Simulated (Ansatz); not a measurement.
**WNH (singlet): from Hartree-Fock to the top rungs, def2-TZVPP**

An exercise on one series of results from a longer session: the logs are not shown, and one member is left open.

Method: def2-TZVPP, core rule «outside noble gas», up to 5 orbitals frozen; program: Ansatz 0.2.0, Gaussian basis.

The runs, in order: UHF; CCSD(T) on RHF; CCSD(T) on UHF; CCSDT(Q) on RHF; CCSDT(Q) on UHF.

4 further runs of the same task are left out: 1 for a known fault of the program, 3 set aside as unsound or not needed.

### The geometry

The geometry is a PBE0/def2-TZVP stationary point (not a proven minimum) of the parent state, kept for this charge and spin. No spin-orbit coupling is included. Elements past krypton take def2 core potentials.

3 atoms, charge 0, spin multiplicity 1.

Atoms are counted from 1 here; the program's logs count them from 0.

Bond lengths: W1–N2 1.692 Å, N2–H3 1.008 Å. Angles: W1–N2–H3 180.0°.

The first run:

in.yaml

```yaml
crystal:
  periodic: [false, false, false]
  atoms:
    - {symbol: W, position_ang: [0.000000, 0.000000, -1.464300]}
    - {symbol: N, position_ang: [0.000000, 0.000000, 0.228100]}
    - {symbol: H, position_ang: [0.000000, 0.000000, 1.236200]}
basis:
  gaussian: {orbitals: def2-TZVPP}
magnetization: {spin_polarized: true, initial_magnetization: 0}
hamiltonian: {xc: hf}
output: {orbitals: {seedname: orbitals}}
```

Command:

```
$ ansatz run in.yaml --threads 1 --pin off --events-out ev --progress --plain --max-ram 3968MiB --backend cpu
```

Among the steps run: UHF; CCSD(T) on RHF; CCSD(T) on UHF; CCSDT(Q) on RHF; CCSDT(Q) on UHF.

One of the session's tables, all rows but one given; the rest of the session is left out.

```
   method  from RCCSDT(Q) (kJ/mol)
      RHF                  +1116.7
      UHF                  +1033.4
     RMP2                    +59.9
     UMP2                    +36.1
    RCCSD                    +80.7
    UCCSD                    +22.3
 RCCSD(T)                     +4.7
 UCCSD(T)                        ?
   RCCSDT                     +5.9
   UCCSDT                    -66.8
RCCSDT(Q)                        0
UCCSDT(Q)                    -75.7
```

**Question.** Estimate the row for UCCSD(T).

The run gave: from RCCSDT(Q) (kJ/mol): -57.5. In the column «from RCCSDT(Q) (kJ/mol)» it lies between UCCSDT (-66.8) and RCCSDT(Q) (0).

The program flags UCCSD(T), UCCSDT(Q) as in doubt (see the logs), so those rows may rest on another solution; read them beside their warnings.

Limits of these values: The determinant is far from a pure spin state, so its energy mixes those of several spin states (harmless only where they are near-degenerate, as at dissociation). The program flags UCCSD(T), UCCSDT(Q) as in doubt, so those rows may rest on another solution; read them beside their warnings. Warnings: restricted reference is unstable; spin contamination; large T1 diagnostic. Restricted and unrestricted rows rest on different reference determinants; where their highest levels disagree by more than a few hundredths of an eV, they describe different states and don't form one ladder.
